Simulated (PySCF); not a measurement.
# Krypton: the same states on changed settings

These states were run before on sound settings. What differs here: scalar relativity by spin-free X2C-1e, unsound on purpose. What does it move?

Program: PySCF 2.14.0. Level of theory: unrestricted determinants in a Gaussian basis, no spin-orbit coupling in the energies. These are calculated values, not measurements, unless marked.

6 further runs of the same task are left out: 6 set aside as unsound or not needed.

### 1 The system

- Element: krypton (Z = 36)
- Basis: pcseg-2 (6s5p3d1f, 43 functions)
- Hamiltonian: scalar relativity by spin-free X2C-1e
- State 1: Kr⁺: [Ar] 3d10 4s2 4p5, 2P determinant
- State 2: Kr²⁺: [Ar] 3d10 4s2 4p4, high-spin 3P determinant
- Methods: UHF, MN15, r2SCAN, MP2, CCSD(T)
- Core shells frozen in the correlated runs: valence: [Ar] 3d10 (for Kr⁺)

The outer shells:

Kr+ [Ar] 3d10 4s2 4p5
```
[Ar] core
3d [↑↓][↑↓][↑↓][↑↓][↑↓]
4s [↑↓]
4p [↑↓][↑↓][↑ ]
```

Kr2+ [Ar] 3d10 4s2 4p4
```
[Ar] core
3d [↑↓][↑↓][↑↓][↑↓][↑↓]
4s [↑↓]
4p [↑↓][↑ ][↑ ]
```

The sound run (pcseg-2, no relativity, point nucleus, symmetry-adapted start, fine grid, valence correlation) gave:

| species | method | energy (hartree) |
| --- | --- | --- |
| Kr⁺ | UHF | -2751.54303 |
| Kr⁺ | MN15 | -2753.72368 |
| Kr⁺ | r2SCAN | -2753.26382 |
| Kr⁺ | MP2 (valence) | -2751.67961 |
| Kr⁺ | CCSD(T) (valence) | -2751.70395 |
| Kr²⁺ | UHF | -2750.68844 |
| Kr²⁺ | MN15 | -2752.83061 |
| Kr²⁺ | r2SCAN | -2752.36522 |
| Kr²⁺ | MP2 (valence) | -2750.79514 |
| Kr²⁺ | CCSD(T) (valence) | -2750.81829 |

One driver process ran all states and methods and kept the integrals in memory. Each run is shown as a PySCF script that sums up its settings (the driver passes frozen orbitals as a list and adds second-order terms of double hybrids); the logs are those of the runs themselves. The driver starts from symmetry-adapted Hartree-Fock orbitals, holds the occupation by maximum overlap and uses a logarithmic radial grid for functionals, so a plain start would take other cycles.

The driver's launch:

```sh
OMP_NUM_THREADS=1 python atomrun2.py TASK.json OUT
```

The integrals over 43 functions and the set-up took 0.42 s of CPU time.

### 2 Changed run, Kr⁺

**UHF**

input.py

```python
from pyscf import gto, scf, dft, mp, cc
import basis_set_exchange as bse
mol = gto.M(atom="Kr 0 0 0", charge=1, spin=1, symmetry="D2h",
            basis=gto.basis.parse(bse.get_basis("pcseg-2", elements=["Kr"], fmt="nwchem", header=False)),
            nucmod="G")
mf = scf.UHF(mol).sfx2c1e()
mf.irrep_nelec = {'Ag': (6, 6), 'B1g': (1, 1), 'B2g': (1, 1), 'B3g': (1, 1), 'B1u': (3, 3), 'B2u': (3, 3), 'B3u': (3, 2)}
mf.kernel()
```

The program printed:

```text
damping factor = 0
level_shift factor = 0
DIIS = <class 'pyscf.scf.diis.CDIIS'>
diis_start_cycle = 1
diis_space = 10
diis_damp = 0
SCF conv_tol = 1e-09
SCF conv_tol_grad = None
number electrons alpha = 18  beta = 17
cycle= 1 E= -2779.39349914484  delta_E= -0.00568  |g|= 0.0308  |ddm|= 0.0595
cycle= 2 E= -2779.3940923837  delta_E= -0.000593  |g|= 0.0107  |ddm|= 0.0196
cycle= 3 E= -2779.3941766476  delta_E= -8.43e-05  |g|= 0.000575  |ddm|= 0.0109
cycle= 4 E= -2779.39417693978  delta_E= -2.92e-07  |g|= 0.00016  |ddm|= 0.000953
cycle= 5 E= -2779.39417695634  delta_E= -1.66e-08  |g|= 5.12e-05  |ddm|= 0.00023
cycle= 6 E= -2779.3941769587  delta_E= -2.36e-09  |g|= 7.66e-06  |ddm|= 0.000121
cycle= 7 E= -2779.39417695876  delta_E= -5.37e-11  |g|= 9.33e-07  |ddm|= 1.99e-05
converged SCF energy = -2779.39417695876  <S^2> = 0.75760723  2S+1 = 2.0075928
```

It took 0.23 s on 1 thread of Neoverse-N1, shared host, the integrals not counted.

Orbital energies by shell (radii are means over both spins):

| shell | electrons | mean orbital energy (eV) | spread (eV) | rms radius (bohr) |
| --- | --- | --- | --- | --- |
| 1s α | 1 | -14359.6 | 0 | 0.0488 |
| 1s β | 1 | -14359.4 | 0 | 0.0488 |
| 2s α | 1 | -1963.8 | 0 | 0.201 |
| 2s β | 1 | -1963.7 | 0 | 0.201 |
| 2p α | 3 | -1746.3 | 0.263 | 0.178 |
| 2p β | 3 | -1746.1 | 0.097 | 0.178 |
| 3s α | 1 | -315.13 | 0 | 0.565 |
| 3s β | 1 | -314.84 | 0 | 0.565 |
| 3p α | 3 | -241.19 | 0.799 | 0.583 |
| 3p β | 3 | -240.81 | 0.111 | 0.583 |
| 3d α | 5 | -114.09 | 0.747 | 0.610 |
| 3d β | 5 | -113.90 | 0.399 | 0.610 |
| 4s α | 1 | -44.198 | 0 | 1.68 |
| 4s β | 1 | -40.925 | 0 | 1.68 |
| 4p α | 3 | -25.609 | 2.123 | 1.97 |
| 4p β | 2 | -24.268 | 0 | 1.97 |

⟨S²⟩ = 0.758, ⟨L²⟩ = 2.03.

**MN15**

input.py, as changed from the run before:

```diff
@@ -5,3 +5,3 @@
             nucmod="G")
-mf = scf.UHF(mol).sfx2c1e()
+mf = dft.UKS(mol, xc="MN15").sfx2c1e()
 mf.irrep_nelec = {'Ag': (6, 6), 'B1g': (1, 1), 'B2g': (1, 1), 'B3g': (1, 1), 'B1u': (3, 3), 'B2u': (3, 3), 'B3u': (3, 2)}
```

The program printed:

```text
damping factor = 0
level_shift factor = 0
DIIS = <class 'pyscf.scf.diis.CDIIS'>
diis_start_cycle = 1
diis_space = 10
diis_damp = 0
SCF conv_tol = 1e-09
SCF conv_tol_grad = None
number electrons alpha = 18  beta = 17
XC functionals = MN15
    H. S. Yu, X. He, S. L. Li, and D. G. Truhlar.,  Chem. Sci. 7, 5032-5051 (2016)
    H. S. Yu, X. He, S. L. Li, and D. G. Truhlar.,  Chem. Sci. 7, 5032-5051 (2016)
cycle= 1 E= -2781.48998446851  delta_E= -0.0318  |g|= 0.156  |ddm|= 0.277
cycle= 2 E= -2781.4917133458  delta_E= -0.00173  |g|= 0.0875  |ddm|= 0.0961
cycle= 3 E= -2781.49263695963  delta_E= -0.000924  |g|= 0.00456  |ddm|= 0.042
cycle= 4 E= -2781.49264268558  delta_E= -5.73e-06  |g|= 0.000573  |ddm|= 0.00455
cycle= 5 E= -2781.49264284698  delta_E= -1.61e-07  |g|= 2.6e-05  |ddm|= 0.000576
cycle= 6 E= -2781.49264284738  delta_E= -3.97e-10  |g|= 1.69e-06  |ddm|= 3.12e-05
converged SCF energy = -2781.49264284738  <S^2> = 0.75264881  2S+1 = 2.0026471
```

Time after the integrals: 1.5 s (1 thread of Neoverse-N1, shared host).

**r2SCAN**

input.py, as changed from the run before:

```diff
@@ -5,3 +5,3 @@
             nucmod="G")
-mf = dft.UKS(mol, xc="MN15").sfx2c1e()
+mf = dft.UKS(mol, xc="R2SCAN").sfx2c1e()
 mf.irrep_nelec = {'Ag': (6, 6), 'B1g': (1, 1), 'B2g': (1, 1), 'B3g': (1, 1), 'B1u': (3, 3), 'B2u': (3, 3), 'B3u': (3, 2)}
```

The program printed:

```text
damping factor = 0
level_shift factor = 0
DIIS = <class 'pyscf.scf.diis.CDIIS'>
diis_start_cycle = 1
diis_space = 10
diis_damp = 0
SCF conv_tol = 1e-09
SCF conv_tol_grad = None
number electrons alpha = 18  beta = 17
XC functionals = R2SCAN
    J. W. Furness, A. D. Kaplan, J. Ning, J. P. Perdew, and J. Sun.,  J. Phys. Chem. Lett. 11, 8208-8215 (2020)
    J. W. Furness, A. D. Kaplan, J. Ning, J. P. Perdew, and J. Sun.,  J. Phys. Chem. Lett. 11, 9248-9248 (2020)
    J. W. Furness, A. D. Kaplan, J. Ning, J. P. Perdew, and J. Sun.,  J. Phys. Chem. Lett. 11, 8208-8215 (2020)
    J. W. Furness, A. D. Kaplan, J. Ning, J. P. Perdew, and J. Sun.,  J. Phys. Chem. Lett. 11, 9248-9248 (2020)
cycle= 1 E= -2781.10192382857  delta_E= -0.00987  |g|= 0.0701  |ddm|= 0.123
cycle= 2 E= -2781.10235409077  delta_E= -0.00043  |g|= 0.0377  |ddm|= 0.0411
cycle= 3 E= -2781.10252302186  delta_E= -0.000169  |g|= 0.00366  |ddm|= 0.0178
cycle= 4 E= -2781.10252662507  delta_E= -3.6e-06  |g|= 0.000485  |ddm|= 0.00386
cycle= 5 E= -2781.10252672217  delta_E= -9.71e-08  |g|= 1.63e-05  |ddm|= 0.000546
cycle= 6 E= -2781.10252672235  delta_E= -1.84e-10  |g|= 2.81e-06  |ddm|= 2.62e-05
converged SCF energy = -2781.10252672235  <S^2> = 0.75362442  2S+1 = 2.0036211
```

It took 1.4 s on 1 thread of Neoverse-N1, shared host, the integrals not counted.

**MP2 (valence)**

input.py, as changed from the run before:

```diff
@@ -5,4 +5,5 @@
             nucmod="G")
-mf = dft.UKS(mol, xc="R2SCAN").sfx2c1e()
+mf = scf.UHF(mol).sfx2c1e()
 mf.irrep_nelec = {'Ag': (6, 6), 'B1g': (1, 1), 'B2g': (1, 1), 'B3g': (1, 1), 'B1u': (3, 3), 'B2u': (3, 3), 'B3u': (3, 2)}
 mf.kernel()
+mp.UMP2(mf, frozen=14).kernel()
```

The driver printed no log here.

Time after the integrals: 0.04 s (1 thread of Neoverse-N1, shared host).

With 7 electrons correlated, the MP2 correlation energy is -0.13607 hartree (-0.03113 same spin, -0.10494 opposite spin); the SCS form gives -0.13630. Largest pairs of shells: 4p-4p -0.0848, 4s-4p -0.0437, 4s-4s -0.0076.

**CCSD(T) (valence)**

input.py, as changed from the run before:

```diff
@@ -8,2 +8,3 @@
 mf.kernel()
-mp.UMP2(mf, frozen=14).kernel()
+mycc = cc.CCSD(mf, frozen=14).run()
+mycc.ccsd_t()
```

The program printed:

```text
CC2 = 0
CCSD nocc = (np.int64(4), np.int64(3)), nmo = (29, 29)
frozen orbitals [[0, 1, 2, 3, 4, 5, 6, 7, 8, 9, 10, 11, 12, 13], [0, 1, 2, 3, 4, 5, 6, 7, 8, 9, 10, 11, 12, 13]]
max_cycle = 100
direct = 0
conv_tol = 1e-08
conv_tol_normt = 1e-06
diis_space = 8
diis_start_cycle = 0
Init t2, MP2 energy = -0.136071870311168
Init E_corr(UCCSD) = -0.136071870311659
cycle = 1  E_corr(UCCSD) = -0.151774790897745  dE = -0.0157029206  norm(t1,t2) = 0.0337896
cycle = 2  E_corr(UCCSD) = -0.154802601862992  dE = -0.00302781097  norm(t1,t2) = 0.010017
cycle = 3  E_corr(UCCSD) = -0.155983953959983  dE = -0.0011813521  norm(t1,t2) = 0.00372371
cycle = 4  E_corr(UCCSD) = -0.15593933952442  dE = 4.46144356e-05  norm(t1,t2) = 0.000416452
cycle = 5  E_corr(UCCSD) = -0.155939803442902  dE = -4.63918482e-07  norm(t1,t2) = 6.01245e-05
cycle = 6  E_corr(UCCSD) = -0.155940155952977  dE = -3.52510075e-07  norm(t1,t2) = 1.22251e-05
cycle = 7  E_corr(UCCSD) = -0.155940121928758  dE = 3.40242187e-08  norm(t1,t2) = 2.9937e-06
cycle = 8  E_corr(UCCSD) = -0.155940121170939  dE = 7.57819141e-10  norm(t1,t2) = 7.57827e-07
UCCSD converged
E(UCCSD) = -2779.550117079927  E_corr = -0.155940121170939
UCCSD(T) correction = -0.00393941005981016
```

Time after the integrals: 0.73 s (1 thread of Neoverse-N1, shared host).

CCSD correlation -0.15594 hartree, triples -0.00394; total -2779.554056. T1 = 0.005, largest double amplitude 0.048.

### 3 Changed run, Kr²⁺: the ladder of methods

**UHF**

input.py

```python
from pyscf import gto, scf, dft, mp, cc
import basis_set_exchange as bse
mol = gto.M(atom="Kr 0 0 0", charge=2, spin=2, symmetry="D2h",
            basis=gto.basis.parse(bse.get_basis("pcseg-2", elements=["Kr"], fmt="nwchem", header=False)),
            nucmod="G")
mf = scf.UHF(mol).sfx2c1e()
mf.irrep_nelec = {'Ag': (6, 6), 'B1g': (1, 1), 'B2g': (1, 1), 'B3g': (1, 1), 'B1u': (3, 2), 'B2u': (3, 3), 'B3u': (3, 2)}
mf.kernel()
```

The program printed:

```text
damping factor = 0
level_shift factor = 0
DIIS = <class 'pyscf.scf.diis.CDIIS'>
diis_start_cycle = 1
diis_space = 10
diis_damp = 0
SCF conv_tol = 1e-09
SCF conv_tol_grad = None
number electrons alpha = 18  beta = 16
cycle= 1 E= -2778.53741773618  delta_E= -0.00597  |g|= 0.032  |ddm|= 0.0632
cycle= 2 E= -2778.53804726277  delta_E= -0.00063  |g|= 0.0111  |ddm|= 0.0208
cycle= 3 E= -2778.53813533914  delta_E= -8.81e-05  |g|= 0.000506  |ddm|= 0.0113
cycle= 4 E= -2778.53813553679  delta_E= -1.98e-07  |g|= 0.000113  |ddm|= 0.000742
cycle= 5 E= -2778.53813554385  delta_E= -7.06e-09  |g|= 3.25e-05  |ddm|= 0.000154
cycle= 6 E= -2778.5381355445  delta_E= -6.54e-10  |g|= 4.05e-06  |ddm|= 6.29e-05
converged SCF energy = -2778.5381355445  <S^2> = 2.0077806  2S+1 = 3.0051826
```

Time after the integrals: 0.22 s (1 thread of Neoverse-N1, shared host).

Orbital energies by shell (radii are means over both spins):

| shell | electrons | mean orbital energy (eV) | spread (eV) | rms radius (bohr) |
| --- | --- | --- | --- | --- |
| 1s α | 1 | -14373.4 | 0 | 0.0488 |
| 1s β | 1 | -14373.1 | 0 | 0.0488 |
| 2s α | 1 | -1977.5 | 0 | 0.201 |
| 2s β | 1 | -1977.3 | 0 | 0.201 |
| 2p α | 3 | -1760.0 | 0.292 | 0.178 |
| 2p β | 3 | -1759.6 | 0.106 | 0.178 |
| 3s α | 1 | -328.75 | 0 | 0.565 |
| 3s β | 1 | -328.11 | 0 | 0.565 |
| 3p α | 3 | -254.80 | 0.874 | 0.582 |
| 3p β | 3 | -253.97 | 0.120 | 0.582 |
| 3d α | 5 | -127.63 | 0.817 | 0.609 |
| 3d β | 5 | -127.21 | 0.431 | 0.609 |
| 4s α | 1 | -57.283 | 0 | 1.64 |
| 4s β | 1 | -50.475 | 0 | 1.64 |
| 4p α | 3 | -37.968 | 2.191 | 1.86 |
| 4p β | 1 | -35.209 | 0 | 1.86 |

⟨S²⟩ = 2.008, ⟨L²⟩ = 2.03.

**MN15**

input.py, as changed from the run before:

```diff
@@ -5,3 +5,3 @@
             nucmod="G")
-mf = scf.UHF(mol).sfx2c1e()
+mf = dft.UKS(mol, xc="MN15").sfx2c1e()
 mf.irrep_nelec = {'Ag': (6, 6), 'B1g': (1, 1), 'B2g': (1, 1), 'B3g': (1, 1), 'B1u': (3, 2), 'B2u': (3, 3), 'B3u': (3, 2)}
```

The program printed:

```text
damping factor = 0
level_shift factor = 0
DIIS = <class 'pyscf.scf.diis.CDIIS'>
diis_start_cycle = 1
diis_space = 10
diis_damp = 0
SCF conv_tol = 1e-09
SCF conv_tol_grad = None
number electrons alpha = 18  beta = 16
XC functionals = MN15
    H. S. Yu, X. He, S. L. Li, and D. G. Truhlar.,  Chem. Sci. 7, 5032-5051 (2016)
    H. S. Yu, X. He, S. L. Li, and D. G. Truhlar.,  Chem. Sci. 7, 5032-5051 (2016)
cycle= 1 E= -2780.59585021157  delta_E= -0.0313  |g|= 0.158  |ddm|= 0.28
cycle= 2 E= -2780.59769365789  delta_E= -0.00184  |g|= 0.0875  |ddm|= 0.099
cycle= 3 E= -2780.59859099648  delta_E= -0.000897  |g|= 0.00252  |ddm|= 0.041
cycle= 4 E= -2780.59859283964  delta_E= -1.84e-06  |g|= 0.000376  |ddm|= 0.00221
cycle= 5 E= -2780.59859289403  delta_E= -5.44e-08  |g|= 1.47e-05  |ddm|= 0.000361
cycle= 6 E= -2780.59859289411  delta_E= -7.64e-11  |g|= 5.41e-07  |ddm|= 1.59e-05
converged SCF energy = -2780.59859289411  <S^2> = 2.0027823  2S+1 = 3.0018543
```

It took 1.5 s on 1 thread of Neoverse-N1, shared host, the integrals not counted.

**r2SCAN**

input.py, as changed from the run before:

```diff
@@ -5,3 +5,3 @@
             nucmod="G")
-mf = dft.UKS(mol, xc="MN15").sfx2c1e()
+mf = dft.UKS(mol, xc="R2SCAN").sfx2c1e()
 mf.irrep_nelec = {'Ag': (6, 6), 'B1g': (1, 1), 'B2g': (1, 1), 'B3g': (1, 1), 'B1u': (3, 2), 'B2u': (3, 3), 'B3u': (3, 2)}
```

The program printed:

```text
damping factor = 0
level_shift factor = 0
DIIS = <class 'pyscf.scf.diis.CDIIS'>
diis_start_cycle = 1
diis_space = 10
diis_damp = 0
SCF conv_tol = 1e-09
SCF conv_tol_grad = None
number electrons alpha = 18  beta = 16
XC functionals = R2SCAN
    J. W. Furness, A. D. Kaplan, J. Ning, J. P. Perdew, and J. Sun.,  J. Phys. Chem. Lett. 11, 8208-8215 (2020)
    J. W. Furness, A. D. Kaplan, J. Ning, J. P. Perdew, and J. Sun.,  J. Phys. Chem. Lett. 11, 9248-9248 (2020)
    J. W. Furness, A. D. Kaplan, J. Ning, J. P. Perdew, and J. Sun.,  J. Phys. Chem. Lett. 11, 8208-8215 (2020)
    J. W. Furness, A. D. Kaplan, J. Ning, J. P. Perdew, and J. Sun.,  J. Phys. Chem. Lett. 11, 9248-9248 (2020)
cycle= 1 E= -2780.20204845677  delta_E= -0.0101  |g|= 0.0711  |ddm|= 0.128
cycle= 2 E= -2780.20246204907  delta_E= -0.000414  |g|= 0.0394  |ddm|= 0.0423
cycle= 3 E= -2780.20264987291  delta_E= -0.000188  |g|= 0.00233  |ddm|= 0.0188
cycle= 4 E= -2780.20265119657  delta_E= -1.32e-06  |g|= 0.000287  |ddm|= 0.00229
cycle= 5 E= -2780.20265122574  delta_E= -2.92e-08  |g|= 5.74e-06  |ddm|= 0.000302
cycle= 6 E= -2780.20265122577  delta_E= -2.64e-11  |g|= 9.58e-07  |ddm|= 1.32e-05
converged SCF energy = -2780.20265122577  <S^2> = 2.003794  2S+1 = 3.0025283
```

Time after the integrals: 1.4 s (1 thread of Neoverse-N1, shared host).

**MP2 (valence)**

input.py, as changed from the run before:

```diff
@@ -5,4 +5,5 @@
             nucmod="G")
-mf = dft.UKS(mol, xc="R2SCAN").sfx2c1e()
+mf = scf.UHF(mol).sfx2c1e()
 mf.irrep_nelec = {'Ag': (6, 6), 'B1g': (1, 1), 'B2g': (1, 1), 'B3g': (1, 1), 'B1u': (3, 2), 'B2u': (3, 3), 'B3u': (3, 2)}
 mf.kernel()
+mp.UMP2(mf, frozen=14).kernel()
```

This step left no log, only its results.

Time after the integrals: 0.04 s (1 thread of Neoverse-N1, shared host).

With 6 electrons correlated, the MP2 correlation energy is -0.10605 hartree (-0.02403 same spin, -0.08202 opposite spin); the SCS form gives -0.10644. Largest pairs of shells: 4p-4p -0.0493, 4s-4p -0.0489, 4s-4s -0.0079.

**CCSD(T) (valence)**

input.py, as changed from the run before:

```diff
@@ -8,2 +8,3 @@
 mf.kernel()
-mp.UMP2(mf, frozen=14).kernel()
+mycc = cc.CCSD(mf, frozen=14).run()
+mycc.ccsd_t()
```

The program printed:

```text
CC2 = 0
CCSD nocc = (np.int64(4), np.int64(2)), nmo = (29, 29)
frozen orbitals [[0, 1, 2, 3, 4, 5, 6, 7, 8, 9, 10, 11, 12, 13], [0, 1, 2, 3, 4, 5, 6, 7, 8, 9, 10, 11, 12, 13]]
max_cycle = 100
direct = 0
conv_tol = 1e-08
conv_tol_normt = 1e-06
diis_space = 8
diis_start_cycle = 0
Init t2, MP2 energy = -0.106049449072679
Init E_corr(UCCSD) = -0.106049449080268
cycle = 1  E_corr(UCCSD) = -0.121392332230286  dE = -0.0153428832  norm(t1,t2) = 0.0347919
cycle = 2  E_corr(UCCSD) = -0.124499139728818  dE = -0.0031068075  norm(t1,t2) = 0.010424
cycle = 3  E_corr(UCCSD) = -0.125748189765241  dE = -0.00124905004  norm(t1,t2) = 0.00378045
cycle = 4  E_corr(UCCSD) = -0.125711727431352  dE = 3.64623339e-05  norm(t1,t2) = 0.000378235
cycle = 5  E_corr(UCCSD) = -0.125712816779069  dE = -1.08934772e-06  norm(t1,t2) = 4.73518e-05
cycle = 6  E_corr(UCCSD) = -0.12571280135992  dE = 1.54191487e-08  norm(t1,t2) = 7.63759e-06
cycle = 7  E_corr(UCCSD) = -0.125712878602685  dE = -7.72427649e-08  norm(t1,t2) = 1.2873e-06
cycle = 8  E_corr(UCCSD) = -0.125712857563369  dE = 2.1039316e-08  norm(t1,t2) = 3.1066e-07
cycle = 9  E_corr(UCCSD) = -0.125712858269801  dE = -7.06432052e-10  norm(t1,t2) = 5.49049e-08
UCCSD converged
E(UCCSD) = -2778.663848402774  E_corr = -0.1257128582698012
UCCSD(T) correction = -0.00288987088254774
```

It took 0.62 s on 1 thread of Neoverse-N1, shared host, the integrals not counted.

CCSD correlation -0.12571 hartree, triples -0.00289; total -2778.666738. T1 = 0.006, largest double amplitude 0.048.

### 4 What moved

| species | method | converged | energy less sound run (eV) |
| --- | --- | --- | --- |
| Kr⁺ | UHF | yes | -757.8683 |
| Kr⁺ | MN15 | yes | -755.6320 |
| Kr⁺ | r2SCAN | yes | -757.5298 |
| Kr⁺ | MP2 (valence) | yes | -757.8544 |
| Kr⁺ | CCSD(T) (valence) | yes | -757.8399 |
| Kr²⁺ | UHF | yes | -757.8289 |
| Kr²⁺ | MN15 | yes | -755.6052 |
| Kr²⁺ | r2SCAN | yes | -757.4951 |
| Kr²⁺ | MP2 (valence) | yes | -757.8112 |
| Kr²⁺ | CCSD(T) (valence) | yes | -757.7948 |

Ionisation energy of Kr⁺:

| method | sound run (eV) | changed run (eV) | shift (eV) |
| --- | --- | --- | --- |
| UHF | 23.255 | 23.294 | +0.039 |
| MN15 | 24.302 | 24.328 | +0.027 |
| r2SCAN | 24.452 | 24.487 | +0.035 |
| MP2 | 24.068 | 24.111 | +0.043 |
| SCS-MP2 | 24.064 | 24.107 | +0.043 |
| CCSD | 24.072 | 24.117 | +0.045 |
| CCSD(T) | 24.100 | 24.145 | +0.045 |

### 5 Summary of results

```
                                 quantity                                  value
                                   change  scalar relativity by spin-free X2C-1e
                           runs converged                               10 of 10
largest shift of a converged total energy                                 758 eV
   largest shift of the ionisation energy                    +0.045 eV (CCSD(T))
```

What this shows: The ionisation energy moves by up to 0.05 eV, at CCSD(T). Most of the change in total energy is the relativistic energy itself. On top of that the contraction fixes the core shape for the Hamiltonian it was made with, so the changed run is not a good calculation with the other Hamiltonian either. The setting is unsound on purpose, so these numbers are no properties of the atom.
